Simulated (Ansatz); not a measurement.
# Al: the cost of one run

Computed with Ansatz 0.2.0 (DFT r2SCAN, scalar-relativistic, plane waves, PAW, unless a step's input says otherwise).

1 further run of the same task is left out (it didn't finish).

## 1. Starting point

Symmetry: Fm-3m, No. 225, cubic system. The conventional cell has a = 4.048 Å, b = 4.048 Å, c = 4.048 Å, α = 90.00°, β = 90.00°, γ = 90.00°. Around Al (site symmetry m-3m) lie 12 Al at 2.86 Å.

As a file:

```cif
data_structure
_symmetry_space_group_name_H-M 'Fm-3m'
_symmetry_Int_Tables_number 225
_cell_length_a 4.0480
_cell_length_b 4.0480
_cell_length_c 4.0480
_cell_angle_alpha 90.000
_cell_angle_beta 90.000
_cell_angle_gamma 90.000
_cell_volume 66.33
loop_
_atom_site_label
_atom_site_type_symbol
_atom_site_symmetry_multiplicity
_atom_site_Wyckoff_symbol
_atom_site_fract_x
_atom_site_fract_y
_atom_site_fract_z
_atom_site_occupancy
Al1 Al 4 a 0.00000 0.00000 0.00000 1
```

Source of the structure: the Crystallography Open Database.

## 2. Quick check of gap, pressure and forces

Contents of input.yaml:

```yaml
crystal:
  lattice:
    - [0.0, 2.02398, 2.02398]
    - [2.02398, 0.0, 2.02398]
    - [2.02398, 2.02398, 0.0]
  atoms:
    - { symbol: Al, position: [0.0, 0.0, 0.0] }
basis:
  ecutwfc: 500
kpoints:
  mp_grid: { grid: [8, 8, 8] }
hamiltonian:
  xc: r2scan
scf:
  occupations: { method: gaussian, width: 0.1 }
output:
  forces: true
  stress: true
  eigenvalues: true
```

Command:

```
ansatz run input.yaml --threads 1 --pin off --max-ram 2560MiB --backend cpu --events-out ev --progress --plain --runs-dir out
```

What time and memory should one allow on 1 thread of AMD EPYC 7R43 (Zen 3), shared host?

About 1.3 s, with a peak of 0.37 GiB.
